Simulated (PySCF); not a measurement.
# C5H8F3P: the cost of one run

Programs: PySCF 2.14.0, with routines of our own; each step states its level. All values are computed. Atoms count from 0.

### 1 The starting structure

17 atoms, charge 0, multiplicity 1; geometry from: GFN2-xTB.

### 2 Magnetic properties: GIAO B3LYP/pcSseg-1

What the job is given:

```
{"job": {"kind": "mag", "xc": "B3LYP", "basis": "pcSseg-1", "isotopologues": 0}, "charge": 0, "multiplicity": 1}
C     -0.363518    -2.332030     0.431977
C      0.078491    -0.893648     0.331262
C     -0.828804     0.073334    -0.397857
C     -1.186488     1.394000     0.203914
F     -0.451618     1.727379     1.277175
F     -1.059779     2.419755    -0.662095
F     -2.468839     1.419366     0.613804
P      0.793718    -0.251119    -1.256459
C      1.848093     1.145223    -0.645157
H     -1.147008    -2.435018     1.182102
H      0.473598    -2.964096     0.719190
H     -0.748172    -2.682820    -0.523196
H      0.524045    -0.510990     1.245445
H     -1.695705    -0.363361    -0.887043
H      2.881094     0.903300    -0.892506
H      1.576631     2.056071    -1.176842
H      1.767262     1.306686     0.426375
```

With the program's defaults for keys left out, this is: GIAO B3LYP/pcSseg-1 magnetisability, rotational g tensor and spin-rotation constants, non-relativistic, gas phase.

Launch:

```console
$ OMP_NUM_THREADS=1 python excited_run.py task.json out
```

One launch serves the whole session: the jobs run in the order shown.

**Question.** How long does this first job take on 1 thread of Arm Neoverse V2, shared host, and how much memory does it need?

About 34 s, with a peak of 0.99 GiB.
